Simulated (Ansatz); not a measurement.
# CH₅NSn (SMILES N=[CH][SnH3]): functionals against CCSD(T) at one geometry

The task here is to estimate one member of a computed series from the others.

Program: Ansatz 0.2.0, Gaussian basis. Level of theory: single points in def2-TZVPP. These are calculated values, not measurements.

Cores are frozen in the correlated methods. Filled d shells of the heavier atoms are correlated. Core potentials replace the inner electrons past krypton, and spin-orbit coupling is left out.

**The system as given**

SMILES `N=[CH][SnH3]`, 8 atoms, charge 0, spin multiplicity 1.

Atoms are counted from 1 here; the program's logs count them from 0.

Bond lengths: N1–C2 1.332 Å, N1–H4 1.017 Å, C2–Sn3 2.283 Å, C2–H5 1.189 Å, Sn3–H6 1.590 Å, Sn3–H7 1.734 Å, Sn3–H8 1.826 Å. Angles: C2–N1–H4 115.7°, N1–C2–Sn3 120.0°, N1–C2–H5 122.2°, Sn3–C2–H5 115.8°, C2–Sn3–H6 108.2°, C2–Sn3–H7 111.5°, C2–Sn3–H8 107.9°, H6–Sn3–H7 114.9°, H6–Sn3–H8 112.0°, H7–Sn3–H8 102.1°.

Geometry (Å):

```
N    -1.33590    1.10540   -0.93220
C    -0.55560    0.03100   -0.82160
Sn    0.79850   -0.21220    1.00030
H    -1.89560    1.15870   -1.77940
H    -0.30020   -0.66450   -1.75180
H     0.41930    0.91510    2.05510
H     2.47200   -0.25450    0.54850
H     0.53950   -1.89060    1.67040
```

The first run:

File run/in.yaml:

```yaml
crystal:
  periodic: [false, false, false]
  atoms:
    - {symbol: N, position_ang: [-1.335900, 1.105400, -0.932200]}
    - {symbol: C, position_ang: [-0.555600, 0.031000, -0.821600]}
    - {symbol: Sn, position_ang: [0.798500, -0.212200, 1.000300]}
    - {symbol: H, position_ang: [-1.895600, 1.158700, -1.779400]}
    - {symbol: H, position_ang: [-0.300200, -0.664500, -1.751800]}
    - {symbol: H, position_ang: [0.419300, 0.915100, 2.055100]}
    - {symbol: H, position_ang: [2.472000, -0.254500, 0.548500]}
    - {symbol: H, position_ang: [0.539500, -1.890600, 1.670400]}
basis:
  gaussian: {orbitals: def2-TZVPP}
correlation: {method: ccsd_t}
output: {forces: true}
```

The command line of these runs was not kept.

Among the steps run: CCSD(T)/def2-TZVPP; PBE0-D4/def2-TZVPP; wB97M-V/def2-TZVPP; r2SCAN-D4/def2-TZVPP; PBE-D4/def2-TZVPP; LC-wPBE/def2-TZVPP; HSE06-D4/def2-TZVPP.

One of the session's tables, all rows but one given; the rest of the session is left out.

| method | RMS force component (eV/Å) | angle to CCSD(T) forces (°) | dipole (D) |
| --- | --- | --- | --- |
| CCSD(T) | 1.204 | reference | 1.20 |
| PBE0-D4 | 1.411 | 13.3 | 1.24 |
| wB97M-V | 1.386 | 11.3 | 1.23 |
| r2SCAN-D4 | 1.347 | 11.7 | 1.21 |
| PBE-D4 | ? | ? | ? |
| LC-wPBE | 1.465 | 13.9 | 1.31 |
| HSE06-D4 | 1.408 | 13.2 | 1.24 |

**Question.** Estimate the row for PBE-D4.

**Answer.** RMS force component (eV/Å): 1.286; angle to CCSD(T) forces (°): 11.6; dipole (D): 1.19. In the column «RMS force component (eV/Å)» it lies between CCSD(T) (1.204) and r2SCAN-D4 (1.347).
